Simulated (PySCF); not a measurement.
**The bond of As2, level by level**

What are the lowest state that PBE0 finds, the bond length, vibrational wavenumber and bond energy of As2, and how much do these hang on the method?

Method: As x2c-TZVPPall, spin-free X2C with a Gaussian nucleus; program: PySCF 2.14.0.

**1. Input**

The job is set up so:

| Item | Value |
| --- | --- |
| atoms | As, As |
| charge | 0 |
| basis | As x2c-TZVPPall |
| Hamiltonian | spin-free X2C with a Gaussian nucleus |
| basis functions | 96 |
| electrons treated | 66 |
| masses in u | 74.9216, 74.9216 |
| levels | PBE0, PBE, r²SCAN, TPSS, M06-2X, B2PLYP, PBEsol, ωB97X, HF, MP2, SCS-MP2, CCSD, CCSD(T) |
| grid | 80 radial by 434 angular points |
| occupations | held fixed by the projection of orbital angular momentum |
| dissociation limit | As + As, each in its ground configuration |
| starting distance in angstrom | 2.350 |
| values of 2S to try | 0, 2, 4 |

The run is started by

```sh
OMP_NUM_THREADS=2 python dia.py task.json out
```

Further steps of the session: First curve: PBE0; Excited determinants; PBE (GGA); r²SCAN (meta-GGA); TPSS (meta-GGA); M06-2X (hybrid meta-GGA); B2PLYP (double hybrid); PBEsol (GGA); ωB97X; RHF; Correlated methods on the Hartree–Fock reference.

**Question.** What will these runs give? Wanted: for each run, Re; ωe; De.

**Answer**, as computed:

Lowest PBE0 solution found, without spin–orbit coupling: ¹Σg⁺ (singlet), closed shell. State 2 has its PBE0 minimum 1.84 eV higher. State 3 has its PBE0 minimum 2.57 eV higher. The other levels ran on the lowest alone.

| level | Re (Å) | ωe (cm⁻¹) | De (eV) |
| --- | --- | --- | --- |
| RHF | 2.057 | 509 | 0.479 |
| RHF-MP2 | 2.125 | 405 | 3.76 |
| RHF-SCS-MP2 | 2.124 | 411 | 3.75 |
| RHF-CCSD | 2.096 | 456 | 3.22 |
| RHF-CCSD(T) | 2.115 | 432 | 3.62 |
| PBE | 2.116 | 432 | 4.20 |
| PBEsol | 2.102 | 440 | 4.54 |
| TPSS | 2.104 | 440 | 4.09 |
| r²SCAN | 2.092 | 453 | 3.86 |
| PBE0 | 2.086 | 463 | 3.69 |
| M06-2X | 2.086 | 474 | 3.35 |
| ωB97X | 2.064 | 492 | 4.16 |
| B2PLYP | 2.117 | 421 | 4.00 |

De is counted to As + As in their ground configurations.

Differences from CCSD(T) in the same basis:

| level | Re (mÅ) | ωe (%) |
| --- | --- | --- |
| RHF | -58 | +17.8 |
| RHF-MP2 | +10 | -6.1 |
| RHF-SCS-MP2 | +9 | -4.8 |
| RHF-CCSD | -19 | +5.5 |
| PBE | +1 | 0.0 |
| PBEsol | -13 | +1.9 |
| TPSS | -11 | +1.9 |
| r²SCAN | -23 | +4.9 |
| PBE0 | -29 | +7.2 |
| M06-2X | -29 | +9.8 |
| ωB97X | -52 | +14.0 |
| B2PLYP | +2 | -2.6 |

In words: Against CCSD(T) in the same basis, the bond length is nearest at PBE (+1 mÅ) and farthest at RHF (-58 mÅ); the wavenumber is nearest at PBE (0.0 %) and farthest at RHF (+17.8 %). Hartree–Fock falls on the short and stiff side, its usual fault. Among the levels with a De in the table, it runs from 0.479 eV (RHF) to 4.54 eV (PBEsol).

Correlated steps freeze 18 core orbitals. B2PLYP dipoles, levels and charges come from its SCF part alone.
